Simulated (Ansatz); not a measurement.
## GaGe under changes of volume

One of the cells (24.335 Å³/atom); the others are scaled copies at fixed shape and fractional positions:

```
CELL_PARAMETERS angstrom
0.00000 2.89784 2.89784
2.89784 0.00000 2.89784
2.89784 2.89784 0.00000
ATOMIC_POSITIONS crystal
Ge 0.00000 0.00000 0.00000
Ga 0.25000 0.25000 0.25000
```

The cell comes from a database or a generator and needn't be the stable form of this composition.

- Program: Ansatz 0.2.0
- Functional: LDA
- Potentials or basis: all-electron LAPW, scalar-relativistic
- Cutoff: 301 eV (chosen from the basis error)
- Basis error allowed: 0.001 eV/atom
- k mesh: 8 × 8 × 8
- Occupations: fermi-dirac, width 0.05 eV
- Spin: no spin polarisation

```tsv
volume (Å³/atom)	energy over the lowest point (meV/atom)	pressure (GPa)
22.875	0.00	-1.1
23.361	5.15	-2.2
23.848	13.50	-3.2
24.335	?	?
24.821	38.33	-4.9
25.308	54.17	-5.5
25.795	71.93	-6.1
```

What does the run at 24.335 Å³/atom give?

Energy over the lowest point 24.67 meV/atom; pressure -4.1 GPa.

Worked out: A Birch-Murnaghan fit of order 3 (a polynomial in V^(-2/3)) to the other rows has its minimum at 22.44 Å³/atom, just outside them, with B0 = V·E''(V) = 62 GPa and B' = 4.9. It gives 24.69 meV/atom at 24.335 Å³/atom, against the run's 24.67, and -dE/dV = -4.1 GPa, against -4.1.

Energies are extrapolated to zero smearing.
